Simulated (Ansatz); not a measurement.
# H5NOSSi: the cost of one run

Program: Ansatz 0.2.0. Level of theory: RKS PBE0/STO-3G. These are calculated values, not measurements.

## 1. The starting structure

Bond lengths: N1–Si2 1.720 Å, Si2–O3 1.614 Å, Si2–S4 2.157 Å, N1–H5 1.007 Å, N1–H6 1.006 Å, Si2–H7 1.452 Å, O3–H8 0.954 Å, S4–H9 1.324 Å. Angles: N1–Si2–O3 110.4°, N1–Si2–S4 105.3°, N1–Si2–H7 119.3°, O3–Si2–S4 109.9°, O3–Si2–H7 102.3°, S4–Si2–H7 109.6°, Si2–N1–H5 118.2°, Si2–N1–H6 120.7°, H5–N1–H6 110.3°, Si2–O3–H8 121.3°, Si2–S4–H9 96.4°.

Coordinates:

```xyz
9

N    -0.3501    0.6255   -1.0840
Si    0.4742   -0.1432    0.2150
O     0.8531   -1.6611   -0.1805
S    -0.9225   -0.1406    1.8583
H     0.0794    0.6111   -1.9945
H    -0.8369    1.4944   -0.9419
H     1.7507    0.3876    0.6590
H     0.1779   -2.3200   -0.3235
H    -1.2258    1.1463    1.7921
```

## 2. Relaxing end A

File input.yaml:

```yaml
crystal:
  periodic: [false, false, false]
  atoms:
    - { symbol: "N", position_ang: [-0.35006, 0.6255, -1.08397] }
    - { symbol: Si, position_ang: [0.47418, -0.14317, 0.21503] }
    - { symbol: O, position_ang: [0.85306, -1.66113, -0.18052] }
    - { symbol: S, position_ang: [-0.9225, -0.14063, 1.85826] }
    - { symbol: H, position_ang: [0.07939, 0.6111, -1.99453] }
    - { symbol: H, position_ang: [-0.8369, 1.49439, -0.94186] }
    - { symbol: H, position_ang: [1.75066, 0.3876, 0.65898] }
    - { symbol: H, position_ang: [0.17795, -2.32, -0.32352] }
    - { symbol: H, position_ang: [-1.22579, 1.14635, 1.79212] }
basis:
  gaussian: { orbitals: STO-3G }
hamiltonian:
  xc: pbe0
relax:
  f_tol: 0.015
  max_steps: 40
```

The run is started by

```bash
ansatz run input.yaml --threads 1 --pin off --max-ram 2048MiB --backend cpu --events-out ev --progress --plain --runs-dir out
```

**Question.** How long does this run take on 1 thread of Arm Neoverse N1, shared host, and how much memory does it need?

About 91 s, with a peak of 0.14 GiB.
